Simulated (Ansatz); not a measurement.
**CH5BF2Sn: vertical spin-state energies**

Which spin state of CH5BF2Sn lies lowest at this geometry? Aim: vertical spin-state energies, for CH5BF2Sn, run from a script. SMILES: [BH2][Sn]([CH3])([F])[F].

Program: Ansatz 0.2.0 through its Python package. Level of theory: Hartree-Fock/def2-SVP. These are calculated values, not measurements.

### 1 The structure

Bond lengths: B1–Sn2 2.160 Å, Sn2–C3 2.120 Å, Sn2–F4 1.881 Å, Sn2–F5 1.958 Å, B1–H6 1.196 Å, B1–H7 1.220 Å, C3–H8 1.062 Å, C3–H9 1.104 Å, C3–H10 1.147 Å. Angles (14 of 15 angles, heavy atoms first): B1–Sn2–C3 108.3°, B1–Sn2–F4 111.8°, B1–Sn2–F5 109.4°, C3–Sn2–F4 109.1°, C3–Sn2–F5 110.3°, F4–Sn2–F5 108.0°, Sn2–B1–H6 124.3°, Sn2–B1–H7 121.0°, Sn2–C3–H8 112.4°, Sn2–C3–H9 112.5°, Sn2–C3–H10 110.7°, H6–B1–H7 114.7°, H8–C3–H9 109.1°, H8–C3–H10 106.2°.

The script holds or builds the structure itself.

### 2 Script

File spin.py:

```python
import warnings

import ansatz as az
from ase import Atoms

warnings.simplefilter('ignore', az.DeckWarning)

atoms = Atoms(['B', 'Sn', 'C', 'F', 'F', 'H', 'H', 'H', 'H', 'H'], positions=[
    (-0.8716, 1.6956, -0.4301),
    (-0.0605, -0.2791, -0.761),
    (0.6815, -1.0116, 1.0848),
    (-1.3626, -1.4677, -1.4155),
    (1.3833, -0.1768, -2.0796),
    (-0.8983, 2.2435, 0.6324),
    (-1.3743, 2.3287, -1.3435),
    (-0.069, -1.0547, 1.8348),
    (1.1516, -2.0056, 0.9868),
    (1.503, -0.3235, 1.4939),
])
mol = az.Crystal.molecule_from_ase(atoms)

base = mol.calculation().basis(gaussian='def2-SVP').functional('hf')
found = {}
for unpaired in [0, 2]:
    r = base.spin('collinear', total=unpaired).run(threads=1).report
    s = unpaired / 2
    found[unpaired] = r['free_energy_ev']
    print(f'2S+1 = {unpaired + 1}: E = {found[unpaired]:.5f} eV, <S^2> = {abs(r["mean_field"]["state"]["spin_squared"]):.3f} (pure state {s * (s + 1):.2f})')
lowest = min(found, key=found.get)
for unpaired, e in found.items():
    print(f'multiplicity {unpaired + 1}: {96.485332 * (e - found[lowest]):.1f} kJ/mol above the lowest')
```

### 3 What the engine is handed

The engine receives this input (first run):

```yaml
crystal:
  periodic: [false, false, false]
  atoms:
    - { symbol: B, position_ang: [-0.8716, 1.6956, -0.4301] }
    - { symbol: Sn, position_ang: [-0.0605, -0.2791, -0.761] }
    - { symbol: C, position_ang: [0.6815, -1.0116, 1.0848] }
    - { symbol: F, position_ang: [-1.3626, -1.4677, -1.4155] }
    - { symbol: F, position_ang: [1.3833, -0.1768, -2.0796] }
    - { symbol: H, position_ang: [-0.8983, 2.2435, 0.6324] }
    - { symbol: H, position_ang: [-1.3743, 2.3287, -1.3435] }
    - { symbol: H, position_ang: [-0.069, -1.0547, 1.8348] }
    - { symbol: H, position_ang: [1.1516, -2.0056, 0.9868] }
    - { symbol: H, position_ang: [1.503, -0.3235, 1.4939] }
basis:
  gaussian:
    orbitals: def2-SVP
hamiltonian:
  xc: hf
magnetization:
  spin_polarized: true
  initial_magnetization: 0.0
```

### 4 Running it

Command:

```
$ python spin.py
```

**Question.** Which spin state is lowest at this geometry, and how far above lie the others?

The runs gave:

```
        quantity             value
   runs compared                 2
          lowest  run 1 (2S+1 = 1)
next above it by          3.007 eV
```

What this shows: In order: multiplicity 1 (+0.00 eV) and multiplicity 3 (+3.01 eV), all at the one geometry. The geometry is a force-field or estimated start, not a minimum of this method, and the basis set is short of its limit. All parts are taken at fixed geometry, without zero-point energy. def2 sets replace the cores of elements past krypton by effective core potentials. Spin-orbit coupling, which mixes and shifts the spin states of heavy atoms, is left out.
